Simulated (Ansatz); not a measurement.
BrFGeH2, SMILES [F][GeH2][Br], an active-space calculation

Computed with Ansatz's Python interface.

The cells in order, each with its output:

**Cell 1**
```python
import ansatz as az
```

**Cell 2**
```python
geometry_ang = [
    ("F", (-1.4361, -0.7055, 0.7386)),
    ("Ge", (-0.1077, 0.0893, -0.0558)),
    ("Br", (1.7901, -1.1145, 0.4275)),
    ("H", (0.1254, 1.5571, 0.4553)),
    ("H", (-0.3218, 0.0999, -1.607)),
]
geometry = az.Crystal.molecule()
for symbol, xyz in geometry_ang:
    geometry = geometry.atom(symbol, xyz)

calc = (
    geometry.calculation()
    .basis(gaussian="def2-SVP")
    .correlation(active_electrons=6, active_orbitals=7)
)
for method in [None, "sc_nevpt2"]:
    r = (calc if method is None else calc.correlation(method)).run(threads=1).report
    space = r["configurations"]
    state = space["states"][0]
    print(method or "casscf", f"total {r['free_energy_ev'] / 27.211386246:.6f} Ha, active-space state {state['energy']['hartree']:.6f} Ha, mean field {r['reference_energy_ev'] / 27.211386246:.6f} Ha")
    print("  determinants", state["n_determinants"], " natural occupations", [round(n, 3) for n in space["natural_occupations"]])
print("effectively unpaired electrons, sum of min(n, 2 - n):", round(sum(min(n, 2 - n) for n in space["natural_occupations"]), 3))
```
Output:
```text
casscf total -4747.859017 Ha, active-space state -4747.859017 Ha, mean field -4747.797871 Ha
  determinants 1225  natural occupations [1.98, 1.979, 1.97, 0.024, 0.017, 0.016, 0.013]
RunWarning: the results are in doubt because another end's mean lies 0.386 eV lower, and its corrected mean 0.129 eV higher
sc_nevpt2 total -4748.443652 Ha, active-space state -4747.844792 Ha, mean field -4747.797871 Ha
  determinants 1225  natural occupations [1.981, 1.976, 1.968, 0.034, 0.018, 0.017, 0.006]
effectively unpaired electrons, sum of min(n, 2 - n): 0.149
```

Notes:
- Total energies depend on the basis set; only differences at equal settings carry meaning.
- Warnings are shown shortened and without file and line.
- The geometry is a force-field or estimated start, not a minimum of this method, and the basis set is short of its limit. The active space starts as a window about the frontier orbitals and is then optimised, not chosen by chemistry.
- A lower CASSCF solution was found and passed over, so the printed active-space state isn't the lowest.
- Hardware and time: 5.4 min on 1 thread of Arm Neoverse N1, with other jobs on the host, peak memory 0.38 GiB.

(Lines on the test bed's own set-up are left out of the output.)
